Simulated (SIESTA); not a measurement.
## BiTe in SIESTA: the effect of target pressure

BiTe:

```
Bi Te
1.0
     4.57498    0.00000    0.00000
     2.28749    3.96205    0.00000
     2.28749    1.32068    3.73546
Bi Te
1 1
Direct
  0.00000 0.00000 0.00000
  0.50000 0.50000 0.50000
```

Alike in all runs:

* Program: SIESTA 5.4.2
* Task: relaxation of cell and atoms
* Functional: PBE
* Potentials or basis: PseudoDojo 0.4 standard (PBE files)
* Basis: DZP (energy shift 0.003 Ry; two zetas on semicore shells)
* Grid cutoff: 500 Ry
* Energy shift: 0.003 Ry
* k mesh: 7 × 7 × 7
* Occupations: fermi-dirac, width 0.05 eV
* Spin: no spin polarisation

Each run relaxes the cell or the atoms first.

```csv
target pressure,target pressure,relaxed volume (Å³/atom)
0 GPa,-,35.09
2 GPa,2 GPa,?
5 GPa,5 GPa,31.95
10 GPa,10 GPa,29.92
20 GPa,20 GPa,27.24
30 GPa,30 GPa,25.42
```

**Question.** What does the run with target pressure 2 GPa give?

**Answer.** Relaxed volume 33.63 Å³/atom.

Worked out: In Murnaghan's law V^(-B') rises as a straight line in P. The other rows fit best with B' = 4.2, V0 = 35.10 Å³/atom and B0 = 44 GPa, which gives 33.66 Å³/atom at 2 GPa, against the run's 33.63.

Caveats: the basis of atomic orbitals isn't converged, which shifts pressures, moduli and gaps; the volume moved by over 15 % at a fixed basis, so the end points are rough (some runs).
